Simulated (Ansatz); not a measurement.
# Al2H4Se: the cost of one run

The runs use Ansatz 0.2.0, Gaussian basis; PBE/6-31G* with D3(BJ) dispersion.

## 1. The relaxed structure

The structure was relaxed beforehand with PBE0-D4 in a triple-zeta def2 set.

SMILES `[AlH2][AlH][SeH]`, 7 atoms, charge 0, spin multiplicity 1.

Atoms are counted from 1 here; the program's logs count them from 0.

Bond lengths: Al1–Al2 2.584 Å, Al1–H4 1.593 Å, Al1–H5 1.593 Å, Al2–Se3 2.331 Å, Al2–H6 1.591 Å, Se3–H7 1.469 Å. Angles: Al2–Al1–H4 121.5°, Al2–Al1–H5 121.4°, H4–Al1–H5 117.1°, Al1–Al2–Se3 117.0°, Al1–Al2–H6 127.9°, Se3–Al2–H6 115.1°, Al2–Se3–H7 93.6°.

## 2. The run

in.yaml

```yaml
crystal:
  periodic: [false, false, false]
  atoms:
    - {symbol: Al, position_ang: [-1.578054, 0.539633, -0.900264]}
    - {symbol: Al, position_ang: [0.683428, 0.231585, 0.310276]}
    - {symbol: Se, position_ang: [1.280704, -1.943041, 0.899269]}
    - {symbol: H, position_ang: [-1.688000, 0.476069, -2.487903]}
    - {symbol: H, position_ang: [-2.924342, 0.803040, -0.090881]}
    - {symbol: H, position_ang: [1.736975, 1.353112, 0.713599]}
    - {symbol: H, position_ang: [2.550590, -1.528300, 1.510404]}
basis:
  gaussian: {orbitals: "6-31G*"}
hamiltonian: {xc: {name: PBE}, dispersion: d3bj}
md: {timestep: 0.5 fs, n_steps: 20, ensemble: nvt_langevin, temperature: 300, initial_velocities: maxwell_boltzmann, friction: 0.01, seed: 28}
```

On the command line:

```
$ ansatz run in.yaml --threads 2 --pin off --events-out ev --progress --plain --max-ram 4352MiB
```

**Question.** How long does this run take on 2 threads of Arm Neoverse V1, shared host, and how much memory does it need?

About 31 s, with a peak of 0.37 GiB.
